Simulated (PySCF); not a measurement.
# C3H6SSi: the cost of one run

Computed with PySCF 2.14.0, with density-fitted response routines of our own, on a single molecule in the gas phase. Atoms are numbered from 0 throughout.

### 1 The molecule as given

11 atoms, charge 0, multiplicity 1; geometry from: GFN2-xTB. The atoms were then displaced at random by about 0.01 Å, so the start is not that level's minimum.

Bonds of the start (Å): C0–C1 1.35, C1–C2 1.52, C2–Si3 1.86, Si3–S4 2.15, S4–C1 1.78, C0–H5 1.04, C0–H6 1.09, C2–H7 1.11, C2–H8 1.07, Si3–H9 1.48, Si3–H10 1.47.

### 2 Geometry optimisation at PBE0-D3(BJ)/def2-SVP

Job settings and geometry (Å):

```
{"job": {"xc": "PBE0", "basis": "def2-SVP", "d3": "d3bj", "grid": 1, "shake": 0.01, "kind": "geom"}, "charge": 0, "multiplicity": 1}
C      1.978660    -0.600080     0.120000
C      0.644550    -0.412010     0.092180
C     -0.164200     0.829690    -0.235190
Si    -1.812750     0.019080     0.027540
S     -0.558220    -1.676060     0.448640
H      2.399580    -1.516140     0.362090
H      2.634010     0.237300    -0.117650
H      0.114710     1.654610     0.448940
H      0.061270     1.191750    -1.217970
H     -2.601510     0.439480     1.212190
H     -2.657990    -0.193450    -1.156440
```

Command:

```console
> OMP_NUM_THREADS=1 python probes_run.py task.json out
```

This one command runs all jobs of the session in turn.

**Question.** How long does this first job take on 1 thread of Arm Neoverse N1, shared host, and how much memory does it need?

About 37 s, with a peak of 0.45 GiB.
